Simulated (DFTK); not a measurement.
## NaLaMnMoO6 in DFTK: the effect of Hubbard term

The system is NaLaMnMoO6.

```xyz
20
Lattice="5.5573 0.0000 0.0005 0.0000 5.5979 0.0000 -0.0629 0.0000 8.0246" Properties=species:S:1:pos:R:3 pbc="T T T"
Na    4.1371    2.8870    4.0066
Na    1.3574    0.0880    4.0185
La    1.3662    5.3682    8.0197
La    4.1282    2.5692    0.0054
Mn    1.3603    2.7297    2.0550
Mn    4.1342    5.5286    5.9702
Mo    4.1820    5.5792    2.1743
Mo    1.3124    2.7803    5.8509
O     3.7112    5.4765    3.9373
O     0.1716    4.5353    2.2249
O     5.1703    1.6184    2.2495
O     2.6448    1.1737    1.5989
O     3.0125    4.1180    1.6116
O     4.6099    0.1018    0.0319
O     1.7833    2.6775    4.0878
O     5.3228    1.7363    5.8002
O     0.3241    4.4173    5.7757
O     2.8496    3.9726    6.4262
O     2.4819    1.3190    6.4136
O     0.8845    2.9007    7.9933
```

The cell was built by a generator and needn't be a form met in nature.

Alike in all runs:

- Program: DFTK 0.8.2
- Task: single point
- Functional: LDA
- Potentials or basis: dojo.nc.sr.pbe.v0_4_1.standard.upf (PBE)
- Cutoff: 1497 eV
- k mesh: 1 × 1 × 1
- Occupations: fermi-dirac, width 0.05 eV
- Spin: collinear spin, antiferromagnetic start
- Starting moments: [0.0, 0.0, 0.0, 0.0, 4.0, -4.0, 1.0, -1.0, 0.0, 0.0, 0.0, 0.0, 0.0, 0.0, 0.0, 0.0, 0.0, 0.0, 0.0, 0.0] μB
- Start of the occupations: half filled (the program's default)
- Valence electrons: La 11, Mn 15, Mo 14, Na 9, O 6
- SCF tolerance on the density: 1e-06
- Symmetries used: no

**Question.** One run gave: gap on the mesh 1.84 eV; pressure -6.4 GPa; largest force 1.22 eV/Å. Which Hubbard term did it use?
A. Mn d U = 8 eV, Mo d U = 8 eV
B. Mn d U = 1.5 eV, Mo d U = 1.5 eV
C. Mn d U = 4.5 eV, Mo d U = 4.5 eV
D. Mn d U = 3 eV, Mo d U = 3 eV
E. Mn d U = 0 eV, Mo d U = 0 eV

**Answer.** D.

| Hubbard term | gap on the mesh (eV) | pressure (GPa) | largest force (eV/Å) |
| --- | --- | --- | --- |
| Mn d U = 0 eV, Mo d U = 0 eV | 0.81 | -8.1 | 1.26 |
| Mn d U = 1.5 eV, Mo d U = 1.5 eV | 1.37 | -7.2 | 1.15 |
| Mn d U = 3 eV, Mo d U = 3 eV | 1.84 | -6.4 | 1.22 |
| Mn d U = 4.5 eV, Mo d U = 4.5 eV | 2.19 | -5.7 | 1.38 |
| Mn d U = 6 eV, Mo d U = 6 eV | 2.41 | -5.1 | 1.52 |
| Mn d U = 8 eV, Mo d U = 8 eV | 2.53 | -4.3 | 1.68 |

Caveats: all runs use coarse meshes; the Hubbard orbitals reach further out than in other programs, which can move energies by up to some tens of meV an atom; the potentials were made for another functional, which shifts forces and pressure; spin-orbit coupling is left out, which moves the levels of the heavy elements; an odd mesh through Γ misses points on the zone boundary, where band edges often lie.

Runs at the PBE level aren't shown here.
